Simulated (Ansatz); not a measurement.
Write a Python script for the Python package of Ansatz (0.2.0) that makes a ladder of methods at one geometry of CHFNOSi, SMILES O=C=N[SiH]F. Use (for the species named): PBE0, cc-pVDZ basis, multiplicity 2. The script varies functional: pbe0, b3lyp, cam_b3lyp, blyp, lc_wpbe.

| atom | x (Å) | y (Å) | z (Å) |
| --- | --- | --- | --- |
| O | -1.2303 | 1.4356 | 1.8672 |
| C | -0.9265 | 0.6790 | 1.0702 |
| N | -0.6103 | -0.1137 | 0.2762 |
| Si | 0.5177 | -0.9538 | -0.8192 |
| F | 1.9511 | -0.8278 | -0.3039 |
| H | 0.3403 | -0.2833 | -2.1367 |

`chfnosi_methods.py`:
```python
"""CHFNOSi at several levels of theory."""

from pathlib import Path
import logging
import sys
import warnings

import ansatz
import numpy as np

logging.basicConfig(stream=sys.stdout, format="%(levelname)s:%(name)s:%(message)s")
log = logging.getLogger("run")
log.setLevel(logging.INFO)

GEOMETRY = """
O    -1.23030    1.43560    1.86720
C    -0.92650    0.67900    1.07020
N    -0.61030   -0.11370    0.27620
Si    0.51770   -0.95380   -0.81920
F     1.95110   -0.82780   -0.30390
H     0.34030   -0.28330   -2.13670
"""

warnings.simplefilter("ignore", ansatz.DeckWarning)

geometry = ansatz.Crystal.molecule()
for line in GEOMETRY.strip().splitlines():
    symbol, *xyz = line.split()
    geometry = geometry.atom(symbol, [float(v) for v in xyz])

model = (
    geometry.calculation()
    .basis(gaussian="cc-pVDZ")
    .spin("collinear", total=1)
    .scf(lower_state_search="standard")
)

log.info("functional    E (Ha)        dipole (D)   HOMO (eV)  LUMO (eV)")
for name in ["pbe0", "b3lyp", "cam_b3lyp", "blyp", "lc_wpbe"]:
    rep = model.functional(name).forces().orbitals().run(threads=1, runs_dir="runs").report
    lines = Path(rep["orbitals_path"]).read_text().splitlines()
    field_of = lambda key: [line.split("=")[1].strip() for line in lines if line.startswith(key)]
    orbitals = [(27.211386 * float(e), s, float(n)) for e, s, n in zip(field_of("Ene="), field_of("Spin="), field_of("Occup="))]
    homo = max(e for e, _, n in orbitals if n > 0.5)
    lumo = min(e for e, _, n in orbitals if n < 0.5)
    dipole = 4.803205 * np.linalg.norm(rep["charge_distribution"]["dipole_moment_e_ang"])
    log.info(f"{name:10s} {rep['free_energy_ev'] / 27.211386246:14.6f} {dipole:9.3f} {homo:11.3f} {lumo:10.3f}")
```

```console
$ python chfnosi_methods.py
INFO:run:functional    E (Ha)        dipole (D)   HOMO (eV)  LUMO (eV)
INFO:run:pbe0          -557.651392     1.923      -6.679     -2.707
INFO:run:b3lyp         -558.066609     1.884      -6.357     -3.114
INFO:run:cam_b3lyp     -557.964280     1.967      -7.896     -1.790
INFO:run:blyp          -558.008131     1.643      -5.136     -3.616
INFO:run:lc_wpbe       -557.784560     1.973      -9.330     -0.278
```

Notes:
- These settings explore the input space; basis and method may be short of convergence.
- The geometry is a force-field or estimated start, not a minimum of this method, and the basis set is short of its limit. A lower total doesn't mark the better method: functionals have no common bound, and MP2 and coupled cluster aren't variational.
- The species is open-shell (spin multiplicity 2).
- b3lyp holds the VWN-RPA fit, as in Gaussian; the form of ORCA and Turbomole is b3lyp5.
- Levels such as HOMO and LUMO are orbital energies: with these approximate functionals they aren't the ionisation energy and electron affinity, and their gap isn't the fundamental gap.
- For Al to Cl the sets with a tight d function, cc-pV(X+d)Z, are usual.
- The whole script took 8.8 s on 1 thread of AMD EPYC 9R45 (Zen 5) (shared host), peak memory 0.3 GiB.
